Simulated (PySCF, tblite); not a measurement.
# C5H6FN2S−: geometry, infrared bands and NMR shifts

Wanted: the infrared bands and NMR shifts of C5H6FN2S− (`C[C@@H](S)c1c[n-]nc1F`), by calculation.

Programs: tblite 0.8.0 and PySCF 2.14.0, with density-fitted response routines of our own. Each step states its level of theory. These are calculated values for one molecule in the gas phase, unless marked as measured. Atoms are numbered from 0 throughout.

### 1 The molecule as given

15 atoms, charge -1, multiplicity 1; geometry from: force field or distance geometry start.

Bonds of the start (Å): C0–C1 1.52, C1–S2 1.81, C1–C3 1.48, C3–C4 1.38, C4–N5 1.34, N5–N6 1.35, N6–C7 1.33, C7–F8 1.34, C7–C3 1.37, C0–H9 1.10, C0–H10 1.11, C0–H11 1.09, C1–H12 1.10, S2–H13 1.34, C4–H14 1.07.

### 2 Optimising the geometry with GFN2-xTB

What the job is given:

```
{"job": {"kind": "relax", "xc": "GFN2-xTB", "basis": "xTB"}, "charge": -1, "multiplicity": 1}
C     -1.658200    -0.247700     0.797100
C     -0.701500    -0.654200    -0.314600
S     -1.367300    -0.198000    -1.930800
C      0.655100    -0.090300    -0.121400
C      1.876900    -0.740000    -0.112200
N      2.907600     0.079300     0.127700
N      2.389400     1.318600     0.291900
C      1.072900     1.190500     0.147900
F      0.221800     2.218600     0.240500
H     -1.849400     0.835400     0.819200
H     -2.638200    -0.746300     0.678400
H     -1.278000    -0.527700     1.784500
H     -0.626000    -1.751000    -0.285500
H     -1.051400     1.106100    -1.852900
H      2.041800    -1.785300    -0.291700
```

Launch:

```
$ OMP_NUM_THREADS=1 python probes_run.py task.json out
```

One launch serves the whole session: the jobs run in the order shown.

**Question.** This job is followed by: GFN2-xTB harmonic vibrations, gas phase; GIAO PBE0/pcSseg-1 NMR shielding, non-relativistic, gas phase. Predict these results of the whole session: strongest single infrared mode (GFN2-xTB); zero-point energy (GFN2-xTB); ¹³C shifts against TMS (PBE0/pcSseg-1); ¹H shifts against TMS (PBE0/pcSseg-1, means over atoms taken as alike); ³³S shifts against CS2 (PBE0/pcSseg-1); ¹⁵N shifts against NH3 (PBE0/pcSseg-1); ¹⁹F shifts against CFCl3 (PBE0/pcSseg-1).

The runs gave:

| quantity | value |
| --- | --- |
| strongest single infrared mode (GFN2-xTB) | 1532 cm⁻¹, 253 km/mol |
| zero-point energy (GFN2-xTB) | 64.3 kcal/mol |
| ¹³C shifts against TMS (PBE0/pcSseg-1) | 172.6, 136.2, 101.3, 44.6, 33.1 ppm |
| ¹H shifts against TMS (PBE0/pcSseg-1, means over atoms taken as alike) | 6.89, 3.63, 2.14, 1.74 ppm |
| ³³S shifts against CS2 (PBE0/pcSseg-1) | 29 ppm |
| ¹⁵N shifts against NH3 (PBE0/pcSseg-1) | 340.0, 336.2 ppm |
| ¹⁹F shifts against CFCl3 (PBE0/pcSseg-1) | -156.7 ppm |

In words: The optimisation took 38 steps and gained 0.168 eV; among the close pairs (by a distance rule), C1–S2 changed most, from 1.807 to 1.885 Å. No mode is imaginary among the 39: a minimum at this level. The strongest single mode, at 1532 cm⁻¹, is spread over several atoms, C3, C7, C4 among them. GFN2-xTB is a fitted tight-binding method: band positions and strengths are rough. Its intensities can rank the bands wrongly. At PBE0/pcSseg-1: Shielding is most anisotropic at S2 (span 552 ppm, paramagnetic term -582 ppm). NICS(1)zz of -28 ppm above the planar ring from C3 marks a diatropic (aromatic) ring current.
